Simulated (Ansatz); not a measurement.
# Ti3Se under changes of volume

One of the cells (17.581 Å³/atom); the others are scaled copies at fixed shape and fractional positions:

```
CELL_PARAMETERS angstrom
3.19745 0.00000 0.00000
-1.59872 2.76907 0.00000
0.00000 0.00000 7.94275
ATOMIC_POSITIONS crystal
Se 0.00000 0.00000 0.00000
Ti 0.66667 0.33333 0.50000
Ti 0.33333 0.66667 0.77290
Ti 0.33333 0.66667 0.22710
```

The cell comes from a database or a generator and needn't be the stable form of this composition.

```yaml
Program: Ansatz 0.2.0
Functional: LDA
Potentials_or_basis: all-electron LAPW, scalar-relativistic
Cutoff: 244 eV (chosen from the basis error)
Basis_error_allowed: 0.002 eV/atom
k_mesh: 10 × 10 × 4
Occupations: fermi-dirac, width 0.05 eV
Spin: no spin polarisation
```

```tsv
volume (Å³/atom)	energy over the lowest point (meV/atom)	pressure (GPa)	largest force (eV/Å)
16.526	0.00	-1.0	0.093
16.878	5.14	-3.6	0.017
17.230	15.65	-5.9	0.051
17.581	30.98	-8.0	0.111
17.933	50.64	-9.8	0.164
18.284	74.15	-11.5	0.211
18.636	?	?	?
```

**Question.** What does the run at 18.636 Å³/atom give?

**Answer.** Energy over the lowest point 101.15 meV/atom; pressure -13.0 GPa; largest force 0.253 eV/Å.

Worked out: A Birch-Murnaghan fit of order 3 (a polynomial in V^(-2/3)) to the other rows has its minimum at 16.40 Å³/atom, just outside them, with B0 = V·E''(V) = 132 GPa and B' = 4.1 at fixed shape and positions, which overstates the stiffness. It gives 101.20 meV/atom at 18.636 Å³/atom, against the run's 101.15, and -dE/dV = -13.1 GPa, against -13.0.

Energies are extrapolated to zero smearing.
